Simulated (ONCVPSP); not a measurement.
# How the scale of all qcut shapes an ONCV potential for F

One potential is built and tested. Then the scale of all qcut is changed, to learn what it costs or gains.

Method: ONCVPSP 4.0.1, PBEsol, scalar-relativistic.

### Step 1. The design

Typed settings, in words:

```json
{
 "element": "fluorine (F, Z = 9)",
 "type": "optimised norm-conserving Vanderbilt (ONCV)",
 "frozen core": "[He]",
 "valence charge": "7",
 "reference configuration": "2s2 2p5",
 "partial waves": "2s: rc 0.75 bohr, ncon 4, nbas 8, qcut 8.4 1/bohr, 1 projector; 2p: rc 1.05 bohr, ncon 5, nbas 10, qcut 12.1 1/bohr, 1 projector",
 "local potential": "polynomial inside 0.70 bohr (lpopt 5, dvloc0 4 Ha)",
 "core correction": "not asked for"
}
```

The nodes and maxima of the atom's own shells, from an earlier all-electron run, set the scale for the radii.

All-electron outer shells of the reference configuration (PBEsol, scalar-relativistic, ld1.x):

```tsv
shell	level (eV)	outermost node (bohr)	outermost maximum (bohr)
1s	-661.16	–	0.11
2s	-29.72	0.24	0.76
2p	-11.05	–	0.71
```

### Step 2. The first potential

Input file F.dat:

```
# ATOM AND REFERENCE CONFIGURATION
# atsym  z   nc   nv     iexc    psfile
  F 9.00    1    2  -116133      upf
#
#   n    l    f
    1    0    2.00
    2    0    2.00
    2    1    5.00
#
# PSEUDOPOTENTIAL AND OPTIMIZATION
# lmax
    1
#
#   l,   rc,      ep,       ncon, nbas, qcut
    0    0.75    0.00    4    8    8.40
    1    1.05    0.00    5   10   12.10
#
# LOCAL POTENTIAL
# lloc, lpopt,  rc(5),   dvloc0
    4    5    0.70    4.00
#
# VANDERBILT-KLEINMAN-BYLANDER PROJECTORs
# l, nproj, debl
    0    1    1.20
    1    1    2.20
#
# MODEL CORE CHARGE
# icmod, fcfact, rcfact
    0    0.00    0.00
#
# LOG DERIVATIVE ANALYSIS
# epsh1, epsh2, depsh
   -3.00    5.00    0.02
#
# OUTPUT GRID
# rlmax, drl
    6.00    0.01
#
# TEST CONFIGURATIONS
# ncnf
    4
# nvcnf
#   n    l    f
    2
    2    0    2.00
    2    1    4.00
#
    2
    2    0    2.00
    2    1    3.00
#
    2
    2    0    2.00
    2    1    2.00
#
    2
    2    0    2.00
    2    1    1.00
#
```

Started as:

```console
$ oncvpsp.x < F.dat > F.out
```

The output, F.out (without the consistency checks and plot data):

```text
ONCVPSP  (Optimized Norm-Conservinng Vanderbilt PSeudopotential)
scalar-relativistic version 4.0.1

#   n    l    f        energy (Ha)
    1    0    2.00    -2.4297297E+01
    2    0    2.00    -1.0922101E+00
    2    1    5.00    -4.0614829E-01

Reference configufation results
  iterations    20
  all-electron total energy (Ha)   -9.94479506D+01

Begin loop to  construct optimized pseudo wave functions
and semi-local pseudopoentials for all angular momenta

Calculating optimized projector #   1

 for l=   0

    Fraction of norm inside rc  0.323249
    Optimizing pswf for qcut=   8.41 a_B^-1,  ecut=  35.32 Ha
    Residual kinetic energy error=  6.27D-03 Ha

    Energy error per electron        Cutoff
         Ha          eV             Ha
         0.01000     0.27211       31.75
         0.00100     0.02721      147.63
         0.00010     0.00272      296.09
         0.00001     0.00027      345.22

Calculating optimized projector #   1

 for l=   1

    Fraction of norm inside rc  0.561273
    Optimizing pswf for qcut=  12.10 a_B^-1,  ecut=  73.26 Ha
    Residual kinetic energy error=  2.48D-05 Ha

    Energy error per electron        Cutoff
         Ha          eV             Ha
         0.01000     0.27211       44.11
         0.00100     0.02721       56.66
         0.00010     0.00272       66.64
         0.00001     0.00027      128.03

Construct Vanderbilt / Kleinmman-Bylander projectors

Pseudoatom total energy  -23.991994

Diagnostic tests using Vanderbilt-Kleinman-Bylander pseudopotentials
  1 or more projectors used as specified by nproj input data

   l    rcore       rmatch      e in        delta e   norm test  slope test

   0   0.7525286   0.7753770  -1.0922101  -0.0000326   0.9999979   1.0004912

   1   1.0519859   1.0839265  -0.4061483  -0.0000085   0.9999981   1.0000186

 Testing for bound ghosts
   n   l    E NL Schr. Eq   E Basis Diag.   E Cutoff

   1   0       -1.092243       -1.017254    329.41

   2   1       -0.406157       -0.385461    356.25

 Testing for highly-localized positive-energy ghosts
       l    <radius>/rc     E Basis Diag.   E Cutoff

Test configuration 0

   n   l     f        eae           eps        diff
   1   0  2.0000  -24.29729709
   2   0  2.0000   -1.09221012   -1.09224276   -3.26D-05
   2   1  5.0000   -0.40614829   -0.40615679   -8.50D-06

    Total energies and differences
      AE_ref= -9.94479506D+01  AE_tst= -9.94479506D+01  dif=  0.00D+00
      PS_ref= -2.39919939D+01  PS_tst= -2.39919939D+01  dif= -4.26D-14
      PSP excitation error=  4.26D-14

Test configuration 1

   n   l     f        eae           eps        diff
   1   0  2.0000  -25.05871057
   2   0  2.0000   -1.73391728   -1.73449697   -5.80D-04
   2   1  4.0000   -1.03707069   -1.03664836    4.22D-04

    Total energies and differences
      AE_ref= -9.94479506D+01  AE_tst= -9.87380723D+01  dif=  7.10D-01
      PS_ref= -2.39919939D+01  PS_tst= -2.32821875D+01  dif=  7.10D-01
      PSP excitation error=  7.19D-05

Test configuration 2

   n   l     f        eae           eps        diff
   1   0  2.0000  -26.01773783
   2   0  2.0000   -2.48991970   -2.49054127   -6.22D-04
   2   1  3.0000   -1.79621314   -1.79325626    2.96D-03

    Total energies and differences
      AE_ref= -9.94479506D+01  AE_tst= -9.73313756D+01  dif=  2.12D+00
      PS_ref= -2.39919939D+01  PS_tst= -2.18768379D+01  dif=  2.12D+00
      PSP excitation error=  1.42D-03

Test configuration 3

   n   l     f        eae           eps        diff
   1   0  2.0000  -27.15917811
   2   0  2.0000   -3.34176194   -3.34038218    1.38D-03
   2   1  2.0000   -2.66750771   -2.65691459    1.06D-02

    Total energies and differences
      AE_ref= -9.94479506D+01  AE_tst= -9.51084546D+01  dif=  4.34D+00
      PS_ref= -2.39919939D+01  PS_tst= -1.96600115D+01  dif=  4.33D+00
      PSP excitation error=  7.51D-03

Test configuration 4

   n   l     f        eae           eps        diff
   1   0  2.0000  -28.47342717
   2   0  2.0000   -4.27706586   -4.26894965    8.12D-03
   2   1  1.0000   -3.63943987   -3.61111158    2.83D-02

    Total energies and differences
      AE_ref= -9.94479506D+01  AE_tst= -9.19629854D+01  dif=  7.48D+00
      PS_ref= -2.39919939D+01  PS_tst= -1.65327703D+01  dif=  7.46D+00
      PSP excitation error=  2.57D-02
```

It took 1.3 s on 1 thread, shared host.

Partial waves on a coarse radial grid (AE all-electron, PS pseudo):

| r (bohr) | 2p AE | 2p PS |
| --- | --- | --- |
| 0.053 | 0.0477 | 0.0222 |
| 0.105 | 0.1497 | 0.0842 |
| 0.158 | 0.2740 | 0.1810 |
| 0.210 | 0.3965 | 0.2984 |
| 0.262 | 0.5096 | 0.4261 |
| 0.315 | 0.6103 | 0.5548 |
| 0.368 | 0.6948 | 0.6709 |
| 0.420 | 0.7621 | 0.7656 |
| 0.473 | 0.8154 | 0.8386 |
| 0.525 | 0.8540 | 0.8871 |
| 0.578 | 0.8811 | 0.9160 |
| 0.630 | 0.8971 | 0.9275 |
| 0.683 | 0.9043 | 0.9266 |
| 0.735 | 0.9041 | 0.9178 |
| 0.788 | 0.8977 | 0.9044 |
| 0.840 | 0.8866 | 0.8891 |
| 0.893 | 0.8713 | 0.8718 |
| 0.945 | 0.8532 | 0.8532 |
| 0.998 | 0.8324 | 0.8324 |
| 1.050 | 0.8102 | 0.8102 |
| 1.102 | 0.7868 | 0.7868 |
| 1.155 | 0.7621 | 0.7621 |
| 1.208 | 0.7369 | 0.7369 |
| 1.260 | 0.7118 | 0.7118 |
| 1.313 | 0.6863 | 0.6863 |
| 1.365 | 0.6614 | 0.6614 |

### Step 3. The configuration tests of the same run

Excitation and ionisation energies from 2s2 2p5, with the error of the potential.

| valence configuration | charge | ΔE all-electron (eV) | error AE − PS (meV) |
| --- | --- | --- | --- |
| 2s2 2p4 | +1 | 19.317 | +2.0 |
| 2s2 2p3 | +2 | 57.595 | +39 |
| 2s2 2p2 | +3 | 118.084 | +204 |
| 2s2 2p1 | +4 | 203.675 | +699 |

### Step 4. Logarithmic derivatives

Taken from the files of the generation run. The phase is arctan(r·R′/R) of the radial function R, unwrapped, with energies in Ha. A pole is an energy at which the radial function vanishes at the test radius. The pseudo phase is shifted by a multiple of π to meet the all-electron one at the reference energy. Levels narrower than the energy grid can be missing from the poles. The last column is the largest difference on the grid between −0.5 and +0.5 Ha.

| channel | radius (bohr) | reference (Ha) | poles AE | poles PS | window around the reference with phases within 0.05 rad (Ha) | largest difference near zero (rad) |
| --- | --- | --- | --- | --- | --- | --- |
| s | 0.76 | -1.09 | none | none | the whole range | 0.001 |
| p | 1.06 | -0.41 | 1.71 | 1.75 | below 4.5 | 0.001 |

Phases (rad) along the scan:

| E (Ha) | s AE | s PS | p AE | p PS |
| --- | --- | --- | --- | --- |
| -2.98 | -0.185 | -0.190 | 0.775 | 0.778 |
| -2.54 | -0.342 | -0.345 | 0.613 | 0.617 |
| -2.10 | -0.491 | -0.492 | 0.371 | 0.375 |
| -1.66 | -0.626 | -0.627 | 0.021 | 0.025 |
| -1.22 | -0.747 | -0.747 | -0.399 | -0.397 |
| -0.78 | -0.852 | -0.852 | -0.774 | -0.774 |
| -0.34 | -0.942 | -0.942 | -1.044 | -1.044 |
| 0.10 | -1.019 | -1.020 | -1.227 | -1.226 |
| 0.54 | -1.086 | -1.088 | -1.355 | -1.354 |
| 0.98 | -1.144 | -1.147 | -1.451 | -1.449 |
| 1.42 | -1.194 | -1.198 | -1.527 | -1.524 |
| 1.86 | -1.238 | -1.243 | -1.592 | -1.586 |
| 2.30 | -1.277 | -1.283 | -1.650 | -1.642 |
| 2.74 | -1.311 | -1.318 | -1.706 | -1.695 |
| 3.18 | -1.342 | -1.351 | -1.763 | -1.747 |
| 3.62 | -1.370 | -1.380 | -1.825 | -1.802 |
| 4.06 | -1.395 | -1.407 | -1.895 | -1.863 |
| 4.50 | -1.418 | -1.431 | -1.982 | -1.934 |
| 4.94 | -1.439 | -1.455 | -2.093 | -2.020 |

### Step 5. Plane-wave cutoff and ghosts

From the same output: the cutoffs (Ha) at which the residual kinetic energy of the hardest occupied pseudo-wave falls to 1 and 0.1 mHa per electron are 148 Ha and 296 Ha.

The program's own ghost test: no bound ghost flagged; no localised positive-energy state flagged.

Cutoff (Ha) at which the first wave of each channel reaches a given error (Ha per electron):

| error | s | p |
| --- | --- | --- |
| 1.0e-02 | 31.7 | 44.1 |
| 3.2e-03 | 44.4 | 51.0 |
| 1.0e-03 | 147.6 | 56.7 |
| 3.2e-04 | 264.5 | 62.2 |
| 1.0e-04 | 296.1 | 66.6 |
| 3.2e-05 | 318.9 | 71.8 |
| 1.0e-05 | 345.2 | 128.0 |

### Step 6. Variant: scale of all qcut = 1.11

F.dat: that of step 2 with these lines changed.

```diff
@@ -14,4 +14,4 @@
 #   l,   rc,      ep,       ncon, nbas, qcut
-    0    0.75    0.00    4    8    8.40
-    1    1.05    0.00    5   10   12.10
+    0    0.75    0.00    4    8    9.30
+    1    1.05    0.00    5   10   13.40
 #
```

Started as:

```console
$ oncvpsp.x < F.dat > F.out
```

Output in F.out (without the consistency checks and plot data):

```text
ONCVPSP  (Optimized Norm-Conservinng Vanderbilt PSeudopotential)
scalar-relativistic version 4.0.1

[... all-electron levels as in step 2 ...]

Begin loop to  construct optimized pseudo wave functions
and semi-local pseudopoentials for all angular momenta

Calculating optimized projector #   1

 for l=   0

    Fraction of norm inside rc  0.323249
    Optimizing pswf for qcut=   9.30 a_B^-1,  ecut=  43.21 Ha
    Residual kinetic energy error=  2.37D-03 Ha

    Energy error per electron        Cutoff
         Ha          eV             Ha
         0.01000     0.27211       33.28
         0.00100     0.02721       74.69
         0.00010     0.00272      276.18
         0.00001     0.00027      326.29

Calculating optimized projector #   1

 for l=   1

    Fraction of norm inside rc  0.561273
    Optimizing pswf for qcut=  13.42 a_B^-1,  ecut=  90.03 Ha
    Residual kinetic energy error=  2.38D-06 Ha

    Energy error per electron        Cutoff
         Ha          eV             Ha
         0.01000     0.27211       47.65
         0.00100     0.02721       62.79
         0.00010     0.00272       74.49
         0.00001     0.00027       83.66

Construct Vanderbilt / Kleinmman-Bylander projectors

Pseudoatom total energy  -24.004244

Diagnostic tests using Vanderbilt-Kleinman-Bylander pseudopotentials
  1 or more projectors used as specified by nproj input data

   l    rcore       rmatch      e in        delta e   norm test  slope test

   0   0.7525286   0.7753770  -1.0922101  -0.0000326   0.9999979   1.0004908

   1   1.0519859   1.0839265  -0.4061483  -0.0000085   0.9999981   1.0000186

 Testing for bound ghosts
   n   l    E NL Schr. Eq   E Basis Diag.   E Cutoff

   1   0       -1.092243       -1.017259    329.41

   2   1       -0.406157       -0.385461    356.25

 Testing for highly-localized positive-energy ghosts
       l    <radius>/rc     E Basis Diag.   E Cutoff

Test configuration 0

   n   l     f        eae           eps        diff
   1   0  2.0000  -24.29729709
   2   0  2.0000   -1.09221012   -1.09224277   -3.26D-05
   2   1  5.0000   -0.40614829   -0.40615679   -8.50D-06

    Total energies and differences
      AE_ref= -9.94479506D+01  AE_tst= -9.94479506D+01  dif=  0.00D+00
      PS_ref= -2.40042435D+01  PS_tst= -2.40042435D+01  dif=  0.00D+00
      PSP excitation error=  0.00D+00

Test configuration 1

   n   l     f        eae           eps        diff
   1   0  2.0000  -25.05871057
   2   0  2.0000   -1.73391728   -1.73436001   -4.43D-04
   2   1  4.0000   -1.03707069   -1.03676139    3.09D-04

    Total energies and differences
      AE_ref= -9.94479506D+01  AE_tst= -9.87380723D+01  dif=  7.10D-01
      PS_ref= -2.40042435D+01  PS_tst= -2.32944002D+01  dif=  7.10D-01
      PSP excitation error=  3.49D-05

Test configuration 2

   n   l     f        eae           eps        diff
   1   0  2.0000  -26.01773783
   2   0  2.0000   -2.48991970   -2.49030122   -3.82D-04
   2   1  3.0000   -1.79621314   -1.79388150    2.33D-03

    Total energies and differences
      AE_ref= -9.94479506D+01  AE_tst= -9.73313756D+01  dif=  2.12D+00
      PS_ref= -2.40042435D+01  PS_tst= -2.18887299D+01  dif=  2.12D+00
      PSP excitation error=  1.06D-03

Test configuration 3

   n   l     f        eae           eps        diff
   1   0  2.0000  -27.15917811
   2   0  2.0000   -3.34176194   -3.34024898    1.51D-03
   2   1  2.0000   -2.66750771   -2.65885125    8.66D-03

    Total energies and differences
      AE_ref= -9.94479506D+01  AE_tst= -9.51084546D+01  dif=  4.34D+00
      PS_ref= -2.40042435D+01  PS_tst= -1.96707077D+01  dif=  4.33D+00
      PSP excitation error=  5.96D-03

Test configuration 4

   n   l     f        eae           eps        diff
   1   0  2.0000  -28.47342717
   2   0  2.0000   -4.27706586   -4.26937067    7.70D-03
   2   1  1.0000   -3.63943987   -3.61557268    2.39D-02

    Total energies and differences
      AE_ref= -9.94479506D+01  AE_tst= -9.19629854D+01  dif=  7.48D+00
      PS_ref= -2.40042435D+01  PS_tst= -1.65403807D+01  dif=  7.46D+00
      PSP excitation error=  2.11D-02
```

Wall time 1.3 s (1 thread, shared host).

Excitation and ionisation energies from 2s2 2p5, with the error of the potential.

| valence configuration | charge | ΔE all-electron (eV) | error AE − PS (meV) |
| --- | --- | --- | --- |
| 2s2 2p4 | +1 | 19.317 | +0.9 |
| 2s2 2p3 | +2 | 57.595 | +29 |
| 2s2 2p2 | +3 | 118.084 | +162 |
| 2s2 2p1 | +4 | 203.676 | +574 |

Compared with the first run, the loose cutoff goes from 148 Ha to 75 Ha, the largest test error goes from +699 to +574 meV and there is no bound ghost.

### Step 7. Results

Cutoffs, loose and tight: the cutoffs (Ha) at which the residual kinetic energy of the hardest occupied pseudo-wave falls to 1 and 0.1 mHa per electron; empty and scattering waves don't count. The number of plane waves in a given cell goes as the cutoff to the power 3/2; it is given for the loose cutoff, relative to the first potential. Test errors are all-electron less pseudo. The phase difference is the largest within 0.5 Ha of zero, over the channels with partial waves.

```tsv
scale of all qcut	outcome	cutoff, loose	cutoff, tight	plane waves, relative	bound ghosts	largest test error (meV)	phase difference near zero (rad)
1 (first)	generated	148 Ha	296 Ha	1.00	none	+699	0.001
1.11	generated	75 Ha	276 Ha	0.36	none	+574	0.001
```

In words: The loose cutoff is 148 Ha at 1 and 75 Ha at 1.11. The largest test error is 699 meV at 1 and 574 meV at 1.11.

The first potential by itself. The worst unpolarised test, 2s2 2p1, is off by 699 meV on 203.7 eV; by total energies transferability rates as poor. That test lies far up in energy; among those under 40 eV, nearer to bonding, the largest error is 2.0 meV. By its cutoff, 148 Ha for the looser tolerance, it is very hard. At the looser tolerance the 2s wave is the slowest; 2p needs 57 Ha. The program's ghost test flags no bound state.
